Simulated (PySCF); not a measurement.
# BrH7P2Si2: NMR shifts at several levels of theory, part 2 of 2

PySCF 2.14.0. Atoms count from 0. The steps go on from the part before.

## (6) NMR shieldings: PBE0/cc-pVDZ

The job: settings as JSON, then the geometry in Å.

```
{"job": {"kind": "nmr", "xc": "PBE0", "basis": "cc-pVDZ", "pop": true}, "charge": 0, "multiplicity": 1}
P      0.435893     1.535684     1.413017
Si     1.112398    -0.603815     1.752776
P      2.878012    -1.222220     0.463513
Si     4.050448     0.689796     0.675518
Br     4.439544     0.999867     2.854741
H     -0.567384     1.447653     2.428604
H      1.415962     2.079659     2.299217
H     -0.016756    -1.497736     1.353247
H      1.489769    -0.896739     3.166379
H      2.276175    -0.809866    -0.768760
H      3.329643     1.898679     0.180326
H      5.366163     0.573145    -0.012728
```

With the program's defaults for keys left out, this is: GIAO PBE0/cc-pVDZ NMR shielding, non-relativistic, gas phase.

Output:

```text
coarse grid: 50288 points
cycle   1  E = -3839.2659543003  dE = -9.349e-01  |g| = 2.210e-01  |ddm| = 5.660e+00
cycle   2  E = -3839.2643287945  dE =  1.626e-03  |g| = 2.358e-01  |ddm| = 1.321e+00
cycle   3  E = -3839.2835970107  dE = -1.927e-02  |g| = 2.838e-02  |ddm| = 6.628e-01
cycle   4  E = -3839.2838443513  dE = -2.473e-04  |g| = 1.192e-02  |ddm| = 8.671e-02
cycle   5  E = -3839.2838980251  dE = -5.367e-05  |g| = 1.689e-03  |ddm| = 3.239e-02
cycle   6  E = -3839.2838991237  dE = -1.099e-06  |g| = 5.745e-04  |ddm| = 5.762e-03
final grid: 98384 points
cycle   7  E = -3839.2839241721  dE =  5.211e-10  |g| = 6.593e-04  |ddm| = 3.928e-03
cycle   8  E = -3839.2839240914  dE =  8.069e-08  |g| = 7.966e-04  |ddm| = 3.765e-03
cycle   9  E = -3839.2839243517  dE = -2.604e-07  |g| = 3.733e-05  |ddm| = 2.080e-03
cycle  10  E = -3839.2839243523  dE = -5.302e-10  |g| = 5.094e-06  |ddm| = 9.148e-05
converged SCF energy = -3839.2839243523

GIAO shielding tensors (ppm)
atom      isotropic    diamagn.    paramagn.     s11        s22        s33       span
  0 P      639.959     968.974    -329.015    600.692    627.583    691.601     90.909
  1 Si     461.660     883.696    -422.037    421.615    469.733    493.631     72.015
  2 P      636.713     968.622    -331.909    568.488    604.003    737.649    169.160
  3 Si     420.136     879.736    -459.599    372.093    417.740    470.576     98.483
  4 Br    2795.588    3120.779    -325.191   2717.390   2770.411   2898.963    181.574
  5 H       29.648      29.666      -0.018     24.788     25.858     38.298     13.510
  6 H       29.215      29.946      -0.731     22.297     29.196     36.151     13.854
  7 H       26.681      30.841      -4.160     22.324     24.788     32.930     10.606
  8 H       26.393      29.494      -3.101     23.224     24.478     31.475      8.251
  9 H       30.155      32.023      -1.868     25.418     26.215     38.832     13.414
 10 H       25.650      29.630      -3.981     22.540     24.018     30.391      7.851
 11 H       25.704      26.157      -0.453     20.781     23.822     32.509     11.727
```

Wall time 21 s (1 thread of Arm Neoverse V1, shared host); peak memory 0.84 GiB.

In short: δ P2 -247.3, P0 -250.6, Si3 -1.5, Si1 -43.1, H10 5.61, H7 4.75 ppm (means over like atoms).

## (7) Shielding tensors: PBE0/cc-pVTZ

The job, as its differences from that of step 6:

```diff
@@ -1,2 +1,2 @@
-{"job": {"kind": "nmr", "xc": "PBE0", "basis": "cc-pVDZ", "pop": true}, "charge": 0, "multiplicity": 1}
+{"job": {"kind": "nmr", "xc": "PBE0", "basis": "cc-pVTZ", "pop": true}, "charge": 0, "multiplicity": 1}
 P      0.435893     1.535684     1.413017
```

Level: GIAO PBE0/cc-pVTZ NMR shielding, non-relativistic, gas phase.

Output:

```text
coarse grid: 50288 points
cycle   1  E = -3839.3990799854  dE = -9.905e-01  |g| = 2.827e-01  |ddm| = 5.704e+00
cycle   2  E = -3839.4021282171  dE = -3.048e-03  |g| = 2.155e-01  |ddm| = 9.267e-01
cycle   3  E = -3839.4142897264  dE = -1.216e-02  |g| = 7.244e-02  |ddm| = 4.702e-01
cycle   4  E = -3839.4157577862  dE = -1.468e-03  |g| = 1.228e-02  |ddm| = 1.165e-01
cycle   5  E = -3839.4157971228  dE = -3.934e-05  |g| = 4.035e-03  |ddm| = 2.361e-02
cycle   6  E = -3839.4158023368  dE = -5.214e-06  |g| = 8.033e-04  |ddm| = 8.161e-03
final grid: 98384 points
cycle   7  E = -3839.4158072583  dE = -4.150e-08  |g| = 8.771e-04  |ddm| = 4.553e-03
cycle   8  E = -3839.4158071474  dE =  1.109e-07  |g| = 1.032e-03  |ddm| = 3.352e-03
cycle   9  E = -3839.4158075292  dE = -3.818e-07  |g| = 9.162e-05  |ddm| = 1.852e-03
cycle  10  E = -3839.4158075313  dE = -2.114e-09  |g| = 1.185e-05  |ddm| = 1.365e-04
cycle  11  E = -3839.4158075314  dE = -3.547e-11  |g| = 3.786e-06  |ddm| = 2.748e-05
converged SCF energy = -3839.4158075314

GIAO shielding tensors (ppm)
atom      isotropic    diamagn.    paramagn.     s11        s22        s33       span
  0 P      605.859     971.014    -365.155    566.089    591.956    659.533     93.445
  1 Si     406.582     887.173    -480.592    366.617    417.087    436.041     69.424
  2 P      605.280     969.733    -364.454    530.230    573.189    712.421    182.191
  3 Si     368.137     882.210    -514.072    320.566    368.809    415.036     94.470
  4 Br    2762.747    3120.936    -358.189   2673.485   2733.183   2881.572    208.087
  5 H       29.463      29.813      -0.350     24.751     25.884     37.754     13.003
  6 H       29.006      29.963      -0.957     22.249     28.960     35.810     13.561
  7 H       26.610      30.907      -4.298     22.472     24.896     32.461      9.989
  8 H       26.298      29.378      -3.079     23.414     24.508     30.972      7.558
  9 H       29.935      32.505      -2.571     25.233     26.071     38.499     13.266
 10 H       25.476      29.480      -4.004     22.481     23.986     29.961      7.480
 11 H       25.665      26.072      -0.407     20.953     23.942     32.100     11.147
```

Run time: 63 s. Hardware: 1 thread of Arm Neoverse V1, shared host; peak memory 1.2 GiB.

This run: δ P2 -285.5, P0 -286.1, Si3 -8.1, Si1 -46.6, H10 5.72, H7 4.84 ppm (means over like atoms).

## (8) Nuclear shieldings: PBE0/aug-cc-pVDZ

The job, as its differences from that of step 7:

```diff
@@ -1,2 +1,2 @@
-{"job": {"kind": "nmr", "xc": "PBE0", "basis": "cc-pVTZ", "pop": true}, "charge": 0, "multiplicity": 1}
+{"job": {"kind": "nmr", "xc": "PBE0", "basis": "aug-cc-pVDZ", "pop": true}, "charge": 0, "multiplicity": 1}
 P      0.435893     1.535684     1.413017
```

Method: GIAO PBE0/aug-cc-pVDZ NMR shielding, non-relativistic, gas phase.

Output:

```text
coarse grid: 50288 points
cycle   1  E = -3839.2771607647  dE = -9.373e-01  |g| = 2.098e-01  |ddm| = 6.618e+00
cycle   2  E = -3839.2763196689  dE =  8.411e-04  |g| = 2.193e-01  |ddm| = 1.276e+00
cycle   3  E = -3839.2928383811  dE = -1.652e-02  |g| = 3.187e-02  |ddm| = 6.170e-01
cycle   4  E = -3839.2931427224  dE = -3.043e-04  |g| = 1.312e-02  |ddm| = 9.944e-02
cycle   5  E = -3839.2932080953  dE = -6.537e-05  |g| = 1.973e-03  |ddm| = 3.945e-02
cycle   6  E = -3839.2932095741  dE = -1.479e-06  |g| = 5.278e-04  |ddm| = 6.757e-03
final grid: 98384 points
cycle   7  E = -3839.2932379222  dE = -8.413e-08  |g| = 5.554e-04  |ddm| = 9.877e-03
cycle   8  E = -3839.2932378845  dE =  3.772e-08  |g| = 6.344e-04  |ddm| = 3.086e-03
cycle   9  E = -3839.2932380512  dE = -1.668e-07  |g| = 4.964e-05  |ddm| = 1.666e-03
cycle  10  E = -3839.2932380522  dE = -9.259e-10  |g| = 7.962e-06  |ddm| = 1.314e-04
converged SCF energy = -3839.2932380522

GIAO shielding tensors (ppm)
atom      isotropic    diamagn.    paramagn.     s11        s22        s33       span
  0 P      640.142     968.961    -328.819    607.764    627.615    685.045     77.281
  1 Si     460.730     895.073    -434.343    420.487    470.490    491.212     70.725
  2 P      636.153     968.768    -332.616    567.475    605.325    735.658    168.183
  3 Si     424.212     888.678    -464.466    373.676    425.957    473.002     99.326
  4 Br    2780.816    3123.800    -342.983   2682.792   2749.087   2910.570    227.778
  5 H       29.538      29.826      -0.287     24.679     25.992     37.944     13.266
  6 H       29.022      27.917       1.105     22.059     29.168     35.840     13.781
  7 H       26.615      31.769      -5.154     22.371     24.843     32.632     10.260
  8 H       26.236      28.063      -1.827     23.186     24.397     31.126      7.940
  9 H       29.963      31.209      -1.247     25.231     26.057     38.600     13.369
 10 H       25.391      29.340      -3.949     22.364     23.792     30.017      7.654
 11 H       25.612      24.121       1.491     20.781     23.871     32.183     11.402
```

It took 38 s on 1 thread of Arm Neoverse V1, shared host; peak memory 1.1 GiB.

In short: δ P2 -264.1, P0 -268.1, Si3 -7.5, Si1 -44.0, H10 5.89, H7 4.97 ppm (means over like atoms).

## (9) NMR shieldings: PBE0/pcSseg-0

The job, as its differences from that of step 8:

```diff
@@ -1,2 +1,2 @@
-{"job": {"kind": "nmr", "xc": "PBE0", "basis": "aug-cc-pVDZ", "pop": true}, "charge": 0, "multiplicity": 1}
+{"job": {"kind": "nmr", "xc": "PBE0", "basis": "pcSseg-0", "pop": true}, "charge": 0, "multiplicity": 1}
 P      0.435893     1.535684     1.413017
```

Method: GIAO PBE0/pcSseg-0 NMR shielding, non-relativistic, gas phase.

Output:

```text
coarse grid: 50288 points
cycle   1  E = -3834.8567974183  dE = -1.656e+00  |g| = 3.396e-01  |ddm| = 3.488e+00
cycle   2  E = -3834.8600061407  dE = -3.209e-03  |g| = 3.198e-01  |ddm| = 1.397e+00
cycle   3  E = -3834.8967640791  dE = -3.676e-02  |g| = 3.675e-02  |ddm| = 7.271e-01
cycle   4  E = -3834.8970991821  dE = -3.351e-04  |g| = 9.048e-03  |ddm| = 8.314e-02
cycle   5  E = -3834.8971275646  dE = -2.838e-05  |g| = 2.269e-03  |ddm| = 2.520e-02
cycle   6  E = -3834.8971295551  dE = -1.991e-06  |g| = 4.173e-04  |ddm| = 6.236e-03
final grid: 98384 points
cycle   7  E = -3834.8971133818  dE = -4.601e-08  |g| = 3.833e-04  |ddm| = 2.230e-03
cycle   8  E = -3834.8971133769  dE =  4.903e-09  |g| = 3.931e-04  |ddm| = 1.745e-03
cycle   9  E = -3834.8971134310  dE = -5.404e-08  |g| = 3.624e-05  |ddm| = 9.464e-04
cycle  10  E = -3834.8971134314  dE = -4.693e-10  |g| = 4.508e-06  |ddm| = 9.398e-05
converged SCF energy = -3834.8971134314

GIAO shielding tensors (ppm)
atom      isotropic    diamagn.    paramagn.     s11        s22        s33       span
  0 P      657.543     964.046    -306.504    606.272    640.786    725.570    119.298
  1 Si     431.372     879.627    -448.255    359.405    450.982    483.729    124.324
  2 P      659.480     966.358    -306.878    579.672    610.309    788.459    208.787
  3 Si     374.882     879.117    -504.235    289.542    374.860    460.246    170.704
  4 Br    2942.158    3119.564    -177.407   2752.246   2968.934   3105.293    353.047
  5 H       31.277      29.050       2.228     25.832     26.914     41.086     15.254
  6 H       31.088      30.014       1.075     23.388     31.380     38.497     15.109
  7 H       28.426      28.041       0.385     23.459     26.368     35.451     11.992
  8 H       28.168      29.762      -1.594     24.392     26.052     34.061      9.669
  9 H       31.898      27.354       4.544     26.451     27.287     41.955     15.503
 10 H       27.428      27.208       0.220     24.094     25.535     32.655      8.560
 11 H       27.490      28.836      -1.345     22.144     25.329     34.998     12.854
```

It took 10 s on 1 thread of Arm Neoverse V1, shared host; peak memory 0.71 GiB.

In short: δ P0 -376.1, P2 -378.1, Si3 -26.4, Si1 -82.9, H10 5.37, H7 4.54 ppm (means over like atoms).

## (10) Run by run: NMR shifts

Shifts (ppm) of some atoms, chosen among heavy atoms and hydrogens apart, means over like atoms, with basis size and wall time:

```csv
run,H5,H9,P0,P2,Si3,Si1,Br4,functions,time
PBE0/6-31G*,1.98,1.27,-240.8,-247.3,20.6,-20.7,-230,118,16 s
PBE0/def2-SVP,1.82,1.05,-257.2,-259.7,-7.3,-48.8,-191,139,18 s
PBE0/def2-TZVP,2.25,1.57,-297.1,-295.5,-9.1,-49.8,-148,238,44 s
PBE0/cc-pVDZ,1.86,1.13,-250.6,-247.3,-1.5,-43.1,-169,134,21 s
PBE0/cc-pVTZ,2.06,1.36,-286.1,-285.5,-8.1,-46.6,-145,277,63 s
PBE0/aug-cc-pVDZ,2.11,1.43,-268.1,-264.1,-7.5,-44.0,-137,207,38 s
PBE0/pcSseg-0,1.65,0.93,-376.1,-378.1,-26.4,-82.9,-383,91,10 s
```

## (11) What came out

The summary covers parts 1 to 2.

| quantity | value |
| --- | --- |
| point group | C1 |
| rotational constants (main isotopes) | 1.50, 0.75, 0.61 GHz |
| 1H shifts against TMS (PBE0/6-31G*, means over atoms taken as alike) | 5.61, 4.88, 1.98, 1.27 ppm |
| 31P shifts against H3PO4 (PBE0/6-31G*) | -240.8, -247.3 ppm |
| 29Si shifts against TMS (PBE0/6-31G*) | 20.6, -20.7 ppm |
| 79Br shifts against HBr (PBE0/6-31G*) | -230 ppm |
| range of the shift of Br4 | -383 to -137 ppm |

Single values in the summary come from the first run of each kind that ended normally (PBE0/6-31G*), which need not be the best level. Relaxing lowered the energy by 0.269 eV in 10 steps; the close pair that moved most is P2–H9, from 1.355 to 1.432 Å. At PBE0/6-31G*: The largest span, 179 ppm, is at P2, where the paramagnetic term is -344 ppm. Across the 7 runs the shift of Br4 moves most, between -383 (PBE0/pcSseg-0) and -137 ppm (PBE0/aug-cc-pVDZ). Part of that comes from the computed reference. Spin-orbit coupling is left out, which matters for shieldings and couplings at and beside the heavy atoms.
